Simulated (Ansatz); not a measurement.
**CHFNSi radical: a ladder of functionals and wavefunction methods**

One table from this session's results is given with a row withheld; the runs are named, their logs left out.

Method: functionals in def2-TZVPP, the program's frozen cores in correlated methods; program: Ansatz 0.2.0, Gaussian basis.

Levels to be run: LDA (SPW92), PBE-D4, revPBE-D4, BLYP-D4, r2SCAN-D4, B97M-V, PBE0-D4, B3LYP-D4, r2SCANh-D4, r2SCAN0-D4, HSE06-D4, BHLYP-D4, CAM-B3LYP-D4, LC-ωPBE, ωB97X-V, ωB97M-V, B2PLYP, PBE-QIDH; CCSD(T)/def2-SVP; CCSD(T)/def2-TZVPP; MP2/def2-QZVPP; extrapolation to the limit; RPA on PBE.

## Structure used throughout

The geometry comes from an earlier relaxation with PBE0-D4 in a triple-zeta def2 set; it is a stationary point.

SMILES `N#C[SiH]F`, 5 atoms, charge 0, spin multiplicity 2.

Atoms are counted from 1 here; the program's logs count them from 0.

Bond lengths: N1–C2 1.154 Å, C2–Si3 1.837 Å, Si3–F4 1.591 Å, Si3–H5 1.482 Å. Angles: N1–C2–Si3 173.9°, C2–Si3–F4 108.1°, C2–Si3–H5 109.3°, F4–Si3–H5 109.8°.

Set-up of the first run:

Contents of in.yaml:

```yaml
crystal:
  periodic: [false, false, false]
  atoms:
    - {symbol: N, position_ang: [1.347403, -1.164043, 1.391263]}
    - {symbol: C, position_ang: [0.713766, -0.590013, 0.616190]}
    - {symbol: Si, position_ang: [-0.146065, 0.297573, -0.743520]}
    - {symbol: F, position_ang: [-1.590315, -0.347117, -0.917739]}
    - {symbol: H, position_ang: [-0.274888, 1.729999, -0.387594]}
basis:
  gaussian: {orbitals: def2-TZVPP}
magnetization: {spin_polarized: true, initial_magnetization: 1}
hamiltonian: {xc: lda}
output: {orbitals: {seedname: orbitals}}
```

Steps of the session up to this table: LDA; PBE-D4 (GGA); revPBE-D4 (GGA); BLYP-D4 (GGA); r2SCAN-D4 (meta-GGA); B97M-V (meta-GGA); PBE0-D4 (hybrid); B3LYP-D4 (hybrid); r2SCANh-D4 (hybrid); r2SCAN0-D4 (hybrid); HSE06-D4 (hybrid); BHLYP-D4 (hybrid); CAM-B3LYP-D4 (range-separated); LC-ωPBE-D4 (range-separated; the results give it without D4); ωB97X-V (range-separated); ωB97M-V (range-separated); B2PLYP (double hybrid); PBE-QIDH (double hybrid).

One table of the session follows, with a row left open; its other results are not shown here.

It belongs to the step «Frontier levels by functional». 

```
  functional  HOMO (eV)  LUMO (eV)  gap (eV)
 LDA (SPW92)      -6.22      -4.95      1.27
      PBE-D4      -6.22      -4.48      1.74
   revPBE-D4      -6.20      -4.31      1.88
     BLYP-D4      -6.03      -4.52      1.51
   r2SCAN-D4      -6.61      -4.04      2.57
      B97M-V      -6.27      -4.70      1.57
     PBE0-D4      -7.45      -3.56      3.89
    B3LYP-D4      -7.17      -3.97      3.19
  r2SCANh-D4      -7.06      -3.74      3.32
  r2SCAN0-D4      -7.73      -3.30      4.44
    HSE06-D4      -7.05      -3.94      3.11
    BHLYP-D4      -8.52      -2.78      5.74
CAM-B3LYP-D4      -8.70      -2.68      6.02
     LC-ωPBE     -10.14      -1.19      8.95
     ωB97X-V      -9.60      -1.76      7.84
     ωB97M-V          ?          ?         ?
```

**Question.** Estimate the row for ωB97M-V.

The run gave: HOMO (eV): -9.21; LUMO (eV): -1.88; gap (eV): 7.33. In the column «HOMO (eV)» it lies between ωB97X-V (-9.60) and CAM-B3LYP-D4 (-8.70).
